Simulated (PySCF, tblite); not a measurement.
# C₃H₁₁AsSi: geometry, infrared bands and NMR shifts

Wanted: the infrared bands and NMR shifts of C₃H₁₁AsSi (`CCC[AsH][SiH3]`), by calculation.

Programs: tblite 0.8.0 and PySCF 2.14.0, with density-fitted response routines of our own. Each step states its level of theory. These are calculated values for one molecule in the gas phase, unless marked as measured. Atoms are numbered from 0 throughout.

## Step 1: Starting geometry

16 atoms, charge 0, multiplicity 1; geometry from: force field or distance geometry start.

Bonds of the start (Å): C0–C1 1.50, C1–C2 1.52, C2–As3 1.92, As3–Si4 2.25, C0–H5 1.10, C0–H6 1.11, C0–H7 1.13, C1–H8 1.11, C1–H9 1.13, C2–H10 1.10, C2–H11 1.12, As3–H12 1.52, Si4–H13 1.47, Si4–H14 1.49, Si4–H15 1.47.

## Step 2: Relaxing the molecule with GFN2-xTB

Job settings and geometry (Å):

```
{"job": {"kind": "relax", "xc": "GFN2-xTB", "basis": "xTB"}, "charge": 0, "multiplicity": 1}
C     -2.155200     0.226600     0.124300
C     -1.226500    -0.455400     1.077500
C     -0.110900    -1.223800     0.391200
As     1.029200    -0.177000    -0.737200
Si     2.542500     1.176300     0.236100
H     -1.628600     0.678000    -0.732300
H     -2.930100    -0.496900    -0.207100
H     -2.706000     0.998000     0.747000
H     -0.840100     0.318600     1.772100
H     -1.833500    -1.211600     1.653100
H      0.456200    -1.788300     1.151100
H     -0.662100    -1.977800    -0.234600
H      1.323600    -0.707400    -2.128600
H      3.642600     0.493800     0.930800
H      1.945300     2.094700     1.252800
H      3.146100     2.061400    -0.772800
```

The run is started by

```
OMP_NUM_THREADS=1 python probes_run.py task.json out
```

One launch serves the whole session: the jobs run in the order shown.

**Question.** This job is followed by: GFN2-xTB harmonic vibrations, gas phase; GIAO PBE0/pcSseg-1 NMR shielding, non-relativistic, gas phase. Predict these results of the whole session: strongest single infrared mode (GFN2-xTB); zero-point energy (GFN2-xTB); ¹³C shifts against TMS (PBE0/pcSseg-1); ¹H shifts against TMS (PBE0/pcSseg-1, means over atoms taken as alike); ⁷⁵As shifts against AsH3 (PBE0/pcSseg-1); ²⁹Si shifts against TMS (PBE0/pcSseg-1).

The runs gave:

| quantity | value |
| --- | --- |
| strongest single infrared mode (GFN2-xTB) | 1864 cm⁻¹, 693 km/mol |
| zero-point energy (GFN2-xTB) | 77.4 kcal/mol |
| ¹³C shifts against TMS (PBE0/pcSseg-1) | 27.1, 25.3, 17.0 ppm |
| ¹H shifts against TMS (PBE0/pcSseg-1, means over atoms taken as alike) | 4.02, 2.55, 2.06, 1.64, 1.15 ppm |
| ⁷⁵As shifts against AsH3 (PBE0/pcSseg-1) | 182 ppm |
| ²⁹Si shifts against TMS (PBE0/pcSseg-1) | -81.7 ppm |

**Reading.** The optimisation took 136 steps and gained 1.723 eV; among the close pairs (by a distance rule), C2–As3 changed most, from 1.915 to 1.995 Å. All 42 modes are real, so the xTB geometry is a minimum. The strongest single mode, at 1864 cm⁻¹, moves mainly H12. GFN2-xTB is a fitted tight-binding method: band positions and strengths are rough. Its intensities can rank the bands wrongly. At PBE0/pcSseg-1: The widest tensor belongs to As3: span 441 ppm, with a paramagnetic part of -1071 ppm. Spin-orbit coupling is left out, which matters for shieldings and couplings at and beside the heavy atoms.
